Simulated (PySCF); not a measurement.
# CH₅F₃P₄Si: electronic excitations

Wanted: the electronic excitations of CH₅F₃P₄Si (`FC(F)(F)P1PP([SiH3])P1`), by calculation.

The runs use PySCF 2.14.0, with density-fitted response routines of our own; the level of theory stands in each step. All values are computed, except where a source is named. Atoms count from 0, in the outputs and in this text.

## 1. Starting geometry

14 atoms, charge 0, multiplicity 1; geometry from: GFN2-xTB.

Bonds of the start (Å): F0–C1 1.34, C1–F2 1.35, C1–F3 1.34, C1–P4 1.88, P4–P5 2.19, P5–P6 2.22, P6–Si7 2.27, P6–P8 2.23, P8–P4 2.22, P5–H9 1.40, Si7–H10 1.46, Si7–H11 1.47, Si7–H12 1.46, P8–H13 1.41.

## 2. TDDFT and polarisability: wB97X-D/def2-SVPD

The job: settings as JSON, then the geometry in Å.

```
{"job": {"kind": "uv", "xc": "wB97X-D", "basis": "def2-SVPD", "nstates": 8, "ntriplets": 3}, "charge": 0, "multiplicity": 1}
F     -2.978954    -0.146123    -1.679865
C     -2.504360     0.118825    -0.457598
F     -1.808624     1.267027    -0.557747
F     -3.551460     0.376718     0.329667
P     -1.513987    -1.336281     0.215350
P     -0.268295    -0.201333     1.615148
P      1.421477    -1.193268     0.576384
Si     2.652229     0.645446     0.089540
P      0.154242    -1.354250    -1.256114
H     -0.398602    -1.153676     2.630815
H      3.442477     0.880131     1.296385
H      1.791980     1.794124    -0.218887
H      3.465008     0.279785    -1.071430
H      0.096191     0.022402    -1.533814
```

Method: TDDFT wB97X-D/def2-SVPD, vertical, gas phase, core orbitals frozen in the response.

The run is started by

```sh
$ OMP_NUM_THREADS=1 python probes_run.py task.json out
```

The driver reads the jobs from task.json and runs them one after another.

What will the session give for the following? lowest singlet (wB97X-D/def2-SVPD); brightest single state of those computed; lowest triplet; surface potential, 1st and 99th percentile. Wanted: lowest singlet; brightest single state of those computed; lowest triplet; surface potential, 1st and 99th percentile.

The runs gave:

| quantity | value |
| --- | --- |
| lowest singlet (wB97X-D/def2-SVPD) | 4.07 eV (305 nm), f = 0.006 |
| brightest single state of those computed | state 5, 5.16 eV, f = 0.030 |
| lowest triplet | 3.59 eV |
| surface potential, 1st and 99th percentile | -0.48 V and 1.20 V |

What this shows: The first singlet state (HOMO→LUMO 0.97) lies at 4.07 eV and is weak; of the 8 states computed, the strongest absorption comes from state 5 at 5.16 eV. The lowest triplet lies 0.48 eV below the lowest singlet (triplets in Tamm-Dancoff, singlets in full TDDFT).
